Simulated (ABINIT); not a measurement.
Wanted: the native input for an ABINIT 10.8.3 (patched build) run.

| Item | Value |
| --- | --- |
| Task | equation of state |
| Functional | PBE |
| Potentials or basis | JTH PAW PBE v2.0 |
| Cutoff | 599 eV |
| k mesh | 7 × 7 × 5 |
| Occupations | fermi-dirac, width 0.05 eV |
| Spin | no spin polarisation |
| Fine-grid cutoff | 1197.3 eV |

In2S:

```xyz
3
Lattice="3.9431 0.0000 0.0000 0.0000 3.9431 0.0000 0.0000 0.0000 5.4349" Properties=species:S:1:pos:R:3 pbc="T T T"
In    1.9715    0.0000    3.5933
In    0.0000    1.9715    1.8416
S     0.0000    0.0000    0.0000
```

The cell was built by a generator and needn't be a form met in nature.

One way to write it, as run:

run.abi

```
# Datasets: one volume each
ndtset 7
getwfk -1
scalecart1 3*0.9795861087
scalecart2 3*0.9864848297
scalecart3 3*0.9932883884
scalecart4 3*1.0000000000
scalecart5 3*1.0066227096
scalecart6 3*1.0131594038
scalecart7 3*1.0196128224

# Pseudopotentials
pp_dirpath "./"
pseudos "In.GGA_PBE-JTH.xml, S.GGA_PBE-JTH.xml"

# Structure
acell 3*1.0 Angstrom
rprim
     3.9430600000     0.0000000000     0.0000000000
     0.0000000000     3.9430600000     0.0000000000
     0.0000000000     0.0000000000     5.4349500000
ntypat 2
znucl 49 16
natom 3
typat 1 1 2
xred
     0.5000000000     0.0000000000     0.6611500000
     0.0000000000     0.5000000000     0.3388500000
     0.0000000000     0.0000000000     0.0000000000

# Plane-wave basis
ecut 22.0
pawecutdg 44.0
pawxcdev 0

# k points
kptopt 1
ngkpt 7 7 5
nshiftk 1
shiftk 0.0 0.0 0.0

# Exchange and correlation
ixc 11

# Bands and occupations
nband 20
occopt 3
tsmear 0.05 eV

# SCF cycle
nstep 100
tolvrs 1.0e-9

# Output
iomode 3
prtwf 1
prtden 0
prteig 0
prtebands 0
enunit 1
```

Potentials or basis: JTH PAW PBE v2.0.

Launch:

```sh
$ abinit run.abi > log 2>&1
```

It gave:

```json
{
  "Equilibrium volume": "28.25 Å³/atom",
  "Bulk modulus at fixed shape and positions": "36 GPa",
  "Pressure derivative of the bulk modulus": "5.6 (rough: it moves with the points fitted)"
}
```

Caveat: pressures at fixed basis lie under the slope of the energies; the cell was scaled at fixed shape and fractional positions, which overstates the stiffness of a crystal with free parameters, most of all of layers and chains.

Wall time 6 min on 1 thread of Arm Neoverse V1, with other jobs on the host, peak memory 0.19 GiB.
